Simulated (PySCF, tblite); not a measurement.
**C₆H₆OS: geometry, infrared bands and NMR shifts**

Aim: predict the infrared bands and NMR shifts of C₆H₆OS (`C[C@H]1C(=O)C=CC1=S`).

Programs: tblite 0.8.0 and PySCF 2.14.0, with density-fitted response routines of our own. Each step states its level of theory. These are calculated values for one molecule in the gas phase, unless marked as measured. Atoms are numbered from 0 throughout.

## Step 1: Starting geometry

14 atoms, charge 0, multiplicity 1; geometry from: force field or distance geometry start.

Bonds of the start (Å): C0–C1 1.50, C1–C2 1.51, C2–O3 1.24, C2–C4 1.49, C4–C5 1.34, C5–C6 1.48, C6–S7 1.64, C6–C1 1.50, C0–H8 1.12, C0–H9 1.09, C0–H10 1.12, C1–H11 1.11, C4–H12 1.10, C5–H13 1.09.

## Step 2: Relaxing the molecule with GFN2-xTB

What the job is given:

```
{"job": {"kind": "relax", "xc": "GFN2-xTB", "basis": "xTB"}, "charge": 0, "multiplicity": 1}
C      1.851700     0.268700     0.042700
C      0.459200    -0.107400    -0.350800
C     -0.205200    -1.054200     0.620000
O      0.306000    -1.771900     1.487700
C     -1.645200    -0.912100     0.282400
C     -1.839100     0.304200    -0.256600
C     -0.534500     1.008100    -0.281800
S     -0.251500     2.618400    -0.239800
H      2.029000     1.303600    -0.354400
H      2.101200     0.215000     1.103600
H      2.566100    -0.373300    -0.537000
H      0.364400    -0.542000    -1.365600
H     -2.419200    -1.678800     0.442700
H     -2.783600     0.721000    -0.615300
```

Run with:

```sh
$ OMP_NUM_THREADS=1 python probes_run.py task.json out
```

The driver reads the jobs from task.json and runs them one after another.

**Question.** This job is followed by: GFN2-xTB harmonic vibrations, gas phase; GIAO PBE0/pcSseg-1 NMR shielding, non-relativistic, gas phase. What will the session give for the following? strongest single infrared mode (GFN2-xTB); zero-point energy (GFN2-xTB); ¹³C shifts against TMS (PBE0/pcSseg-1); ¹H shifts against TMS (PBE0/pcSseg-1, means over atoms taken as alike); ¹⁷O shifts against H2O (PBE0/pcSseg-1); ³³S shifts against CS2 (PBE0/pcSseg-1).

The runs gave:

```
                                                              quantity                                       value
                             strongest single infrared mode (GFN2-xTB)                       1765 cm⁻¹, 436 km/mol
                                          zero-point energy (GFN2-xTB)                               64.1 kcal/mol
                                ¹³C shifts against TMS (PBE0/pcSseg-1)  270.7, 215.5, 161.0, 147.2, 58.7, 19.6 ppm
¹H shifts against TMS (PBE0/pcSseg-1, means over atoms taken as alike)                  7.52, 7.18, 2.91, 1.38 ppm
                                ¹⁷O shifts against H2O (PBE0/pcSseg-1)                                   699.0 ppm
                                ³³S shifts against CS2 (PBE0/pcSseg-1)                                    1203 ppm
```

In words: The optimisation took 83 steps and gained 0.554 eV; among the close pairs (by a distance rule), C5–C6 changed most, from 1.483 to 1.440 Å. No mode is imaginary among the 36: a minimum at this level. The strongest single mode, at 1765 cm⁻¹, moves mainly C2 and O3. GFN2-xTB is a fitted tight-binding method: band positions and strengths are rough. Its intensities can rank the bands wrongly. The most deshielded carbon is C6 (thiocarbonyl carbon), at 270.7 ppm: the small n→π* gap of C=S deshields it strongly. The most deshielded hydrogen is H13 (hydrogen on a β carbon of a C=C–C=O unit), at 7.52 ppm: olefinic region. At PBE0/pcSseg-1: The largest span, 3296 ppm, is at S7, where the paramagnetic term is -1756 ppm.
